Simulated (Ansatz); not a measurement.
The system is Mg6CoSi.

```
Co Si Mg
1.0
     4.58998    0.00000    0.00000
     0.00000    3.10011    5.24891
     0.00000   -3.10011    5.24891
Co Si Mg
1 1 6
Direct
  0.00000 0.81040 0.81040
  0.50000 0.68509 0.68509
  0.50000 0.16527 0.16527
  0.50000 0.67357 0.14032
  0.50000 0.14032 0.67357
  0.00000 0.33709 0.33709
  0.00000 0.83177 0.35648
  0.00000 0.35648 0.83177
```

The cell comes from a database or a generator and needn't be the stable form of this composition.

Below is the output of Ansatz 0.2.0 for this cell. Logs are shortened: lines on timing, memory, paths and dates and some standing lists are left out, and cuts for length are marked.

```text
Warning: RAYON_NUM_THREADS=4 ignored (pool sized by the plan → 4); use --threads N
Engine: ansatz 0.2.0, aarch64-unknown-linux-gnu
Pseudopotentials: kind: paw
Pseudopotential: Co, paw, valence charge 17, recommended cutoff 420 eV (normal), Co.paw.azcp
Pseudopotential: Si, paw, valence charge 4, recommended cutoff 420 eV (normal), Si.paw.azcp
Pseudopotential: Mg, paw, valence charge 10, recommended cutoff 420 eV (normal), Mg.paw.azcp
Functional definition: PBE
  parameter kappa = 0.804
  parameter beta = 0.06672455060314922
  exchange = pbe_x(kappa = kappa, mu = beta*pi^2/3)
  correlation = pbe_c(beta = beta)
Crystal: 8 atoms, lattice volume = 149.378 Å³
Basis set: ecut = 420 eV, 2937 PW (Γ), exchange–correlation on 64×90×90 points (8 copies of the dense FFT grid, shifted against one another)
Bands: 50, of which v1, the nominal top of the filled ones, is band 41 counted from 1 (40 counted from 0)
Symmetry: 4 space group operations
Space group: Amm2 (ITA 38), of the structure as read, at distance tolerance 5.3e-5 Å
Magnetic group: BNS 38.187 (UNI 285), of the structure as read, at distance tolerance 5.3e-5 Å
k-points: 36 of 150 (time reversal used)
Non-local potential: Co, projectors of the file, l = 0: 3, l = 1: 2, l = 2: 3, l = 3: 1
Non-local potential: Si, projectors of the file, l = 0: 2, l = 1: 2, l = 2: 2
[... 48 lines left out ...]
  E_hartree    = 5171.594493
  E_xc         = -385.485043
  E_vxc        = -472.885640  (∫ρ·V_xc dr)
  E_paw        = -3784.151337  (= ΣΔE_a)
  E_vpaw       = -662.281142  (= ΣTr[D̂ρ^β])
  E_aug_tail   = 0.000076  (compensation charges beyond the density's cutoff)
  E_ewald      = -6675.273636
  E_smearing   = -0.034025  (= −TS)
  E_closure    = 0.000000  (closes the sum)
  Σ components = -17303.903520   (vs F -17303.903520, Δ=0.00e0)
--- Forces (eV/Å), atoms counted from 1 ---
  atom   1  Co     0.00000000     0.00000000    -0.02043326
  atom   2  Si     0.00000000     0.00000000     0.01044769
  atom   3  Mg     0.00000000     0.00000000     0.04852522
  atom   4  Mg     0.00000000    -0.00435856     0.04091023
  atom   5  Mg     0.00000000     0.00435856     0.04091023
  atom   6  Mg     0.00000000     0.00000000    -0.04774723
  atom   7  Mg     0.00000000     0.02949309    -0.03630122
  atom   8  Mg     0.00000000    -0.02949309    -0.03630122
  max |Σ_I F_I| component: 1.05e-5 eV/Å
--- Stress (GPa, compression-positive) ---
        0.438455       0.000000       0.000000
        0.000000      -0.063086       0.000000
        0.000000       0.000000      -0.231662
  P = ⅓ Tr σ = 0.0479 GPa (0.479 kbar)
--- Band table (eV; the first three rows and the last of 72) ---
  k-point 0 ↑: bands = ["-86.5103", "-68.2178", "-68.1724", "-68.1707", "-68.1215", "-68.1193", "-67.9406", "-49.9010", "-49.8190", "-49.7542", "-34.9878", "-34.9770", "-34.9717", "-34.9503", "-34.9405", "-34.9348", "-34.9279", "-34.9025", "-34.8962", "-34.8939", "-34.8847", "-34.8795", "-34.8614", "-34.8601", "-34.8565", "-34.7068", "-34.6977", "-34.6718", "-1.3989", "2.6802", "4.0061", "4.0180", "5.1823", "5.2241", "5.3263", "5.4003", "6.3608", "6.6292", "6.6950", "7.1837", "7.1881", "8.0151", "9.6677", "11.0272", "11.0805", "11.0954", "11.2343", "11.3907", "11.4370", "12.0592"]
  k-point 1 ↑: bands = ["-86.5103", "-68.2178", "-68.1723", "-68.1707", "-68.1214", "-68.1194", "-67.9406", "-49.9010", "-49.8190", "-49.7542", "-34.9877", "-34.9771", "-34.9708", "-34.9481", "-34.9413", "-34.9341", "-34.9294", "-34.9022", "-34.8962", "-34.8940", "-34.8852", "-34.8791", "-34.8616", "-34.8609", "-34.8570", "-34.7068", "-34.6979", "-34.6718", "-1.2735", "2.0869", "3.6638", "3.9993", "4.9424", "5.2382", "5.7516", "6.4779", "6.5256", "6.6763", "6.8517", "7.1628", "7.6866", "8.1294", "9.1294", "9.9076", "10.4008", "10.8543", "10.8571", "11.1205", "11.9650", "12.1556"]
  k-point 2 ↑: bands = ["-86.5103", "-68.2178", "-68.1722", "-68.1709", "-68.1213", "-68.1196", "-67.9406", "-49.9010", "-49.8190", "-49.7542", "-34.9874", "-34.9774", "-34.9693", "-34.9432", "-34.9424", "-34.9333", "-34.9330", "-34.9014", "-34.8979", "-34.8927", "-34.8861", "-34.8779", "-34.8643", "-34.8597", "-34.8582", "-34.7068", "-34.6983", "-34.6720", "-1.0150", "1.3546", "3.3396", "3.5486", "5.3365", "5.7080", "6.2285", "6.4457", "6.8442", "7.0857", "7.2330", "7.5523", "8.2771", "8.3871", "8.8189", "9.4053", "9.7252", "10.0033", "10.1853", "10.5060", "11.3951", "11.9909"]
  k-point 35 ↓: bands = ["-86.5104", "-68.2177", "-68.1724", "-68.1708", "-68.1215", "-68.1194", "-67.9406", "-49.9011", "-49.8190", "-49.7542", "-34.9869", "-34.9805", "-34.9695", "-34.9428", "-34.9413", "-34.9352", "-34.9290", "-34.9019", "-34.8996", "-34.8937", "-34.8871", "-34.8796", "-34.8616", "-34.8590", "-34.8570", "-34.7077", "-34.6984", "-34.6713", "-0.2309", "2.5852", "3.0018", "3.4022", "3.6269", "4.1869", "5.7759", "6.3421", "6.5853", "6.6025", "6.6105", "7.0212", "7.7667", "7.9594", "9.1371", "9.3010", "10.3750", "11.0989", "11.5376", "12.1167", "12.9286", "12.9966"]
```

Q: What input gives this log?

A: Single point with PBE, collinear spin, ferromagnetic start. The files as run (others can give the same):

input.yaml
```yaml
crystal:
  lattice:
    - [4.589982, 0.0, 0.0]
    - [0.0, 3.1001105, 5.2489095]
    - [0.0, -3.1001105, 5.2489095]
  atoms:
    - { symbol: Co, position: [0.0, 0.810398, 0.810398], spin: 2.0 }
    - { symbol: Si, position: [0.5, 0.685092, 0.685092] }
    - { symbol: Mg, position: [0.5, 0.165272, 0.165272] }
    - { symbol: Mg, position: [0.5, 0.673573, 0.140321] }
    - { symbol: Mg, position: [0.5, 0.140321, 0.673573] }
    - { symbol: Mg, position: [0.0, 0.337091, 0.337091] }
    - { symbol: Mg, position: [0.0, 0.831773, 0.356479] }
    - { symbol: Mg, position: [0.0, 0.356479, 0.831773] }
hamiltonian:
  xc: pbe
  pseudopotentials: { kind: paw }
magnetization:
  spin_polarized: true
kpoints:
  mp_grid: { grid: [6, 5, 5] }
scf:
  occupations: { method: fermi_dirac, width: 0.05 }
output:
  forces: true
  stress: true
  eigenvalues: true
```

Potentials or basis: Ansatz PAW.
Run with:
```sh
$ ansatz run input.yaml --threads 4 --pin off --max-ram 10240MiB --backend cpu --events-out ev --progress --plain --runs-dir out
```

Caveat: the starting moments collapsed, and a magnetic state may lie lower; the starting moments weren't kept.
